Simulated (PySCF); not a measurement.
Crystal: NCGaFH, in a box.

```
CELL_PARAMETERS angstrom
12.00000 0.00000 0.00000
0.00000 13.00000 0.00000
0.00000 0.00000 12.00000
ATOMIC_POSITIONS crystal
N 0.62353 0.36162 0.60111
C 0.57578 0.42258 0.55030
Ga 0.50072 0.52902 0.46682
F 0.37864 0.48498 0.40456
H 0.53730 0.64161 0.45181
```

Base run:

- Program: PySCF 2.14.0
- Functional: HSE06
- Potentials or basis: pob-tzvp-rev2 (all-electron)
- k mesh: 1 × 1 × 1
- Occupations: fixed
- Spin: no spin polarisation

Its results: gap between the frontier levels 7.04 eV.

Task: The run is repeated on the same cell with these changes: functional from HSE06 to r2SCAN. What comes out?

Result: Gap between the frontier levels 5.91 eV.

HSE06 gives the wider gap, since exact exchange removes part of the self-interaction.

Caveats: this is a molecule in a periodic box at the Γ point, so its band gap is the HOMO-LUMO gap; relativity is left out, which matters for the heavier elements; the basis of atomic orbitals isn't converged, which shifts pressures, moduli and gaps; this basis is made for solids and lacks diffuse functions, so gaps of a molecule come out too wide by an eV or more; this program's HSE differs a little from the usual definition (some runs).

A k mesh can miss the band edges.

Not every run made on this cell is shown here.
